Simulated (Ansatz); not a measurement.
Crystal: HfGe.

```xyz
2
Lattice="3.9335 0.0000 0.0000 -1.9668 3.4065 0.0000 0.0000 0.0000 3.5096" Properties=species:S:1:pos:R:3 pbc="T T T"
Hf    0.0000    0.0000    1.7548
Ge    0.0000    2.2710    1.7548
```

The cell was built by a generator and needn't be a form met in nature.

```yaml
Program: Ansatz 0.2.0
Task: relaxation of cell and atoms
Functional: B3LYP
Potentials_or_basis: Ansatz PAW
Cutoff: "420 eV (not typed: the program's choice for these potentials)"
k_mesh: 4 × 4 × 4
Occupations: fermi-dirac, width 0.05 eV
Spin: no spin polarisation
```

At the start: volume 23.51 Å³/atom.

Task: How do energy, volume and symmetry change on relaxing?

Result: It ends after 11 steps and the volume is 30.53 Å³/atom (+29.8 %); space group P-6m2 (No. 187, to 0.05 Å).

Step by step:
```tsv
step	energy change (eV)	largest force (eV/Å)	volume (Å³)
1	0.0000	0.0000	47.03
2	-1.5399	0.0000	51.13
3	-2.3879	0.0000	55.10
4	-2.7371	0.0000	59.73
5	-2.7661	0.0000	60.53
6	-2.7672	0.0000	60.01
7	-2.7672	0.0000	59.98
8	-2.8111	0.0000	59.98
9	-2.8158	0.0000	60.85
10	-2.8159	0.0000	61.06
11	-2.8162	0.0000	61.06
```

Final structure:
```
Hf Ge
1.0
     4.61019    0.00000    0.00000
    -2.30509    3.99254    0.00000
     0.00000    0.00000    3.31745
Hf Ge
1 1
Direct
  0.00000 0.00000 0.50000
  0.33333 0.66667 0.50000
```

Caveat: the k mesh is coarse (spacing up to 0.46 Å⁻¹), so the values aren't converged, least of all with exact exchange; the volume moved by over 15 % at a fixed basis, so the end points are rough; the plane-wave basis is chosen anew once the cell has moved, so the energies of steps on either side of that aren't comparable; the PAW data sets come from PBE, with cores solved anew for the run's functional, which leaves a small shift of forces and pressure.
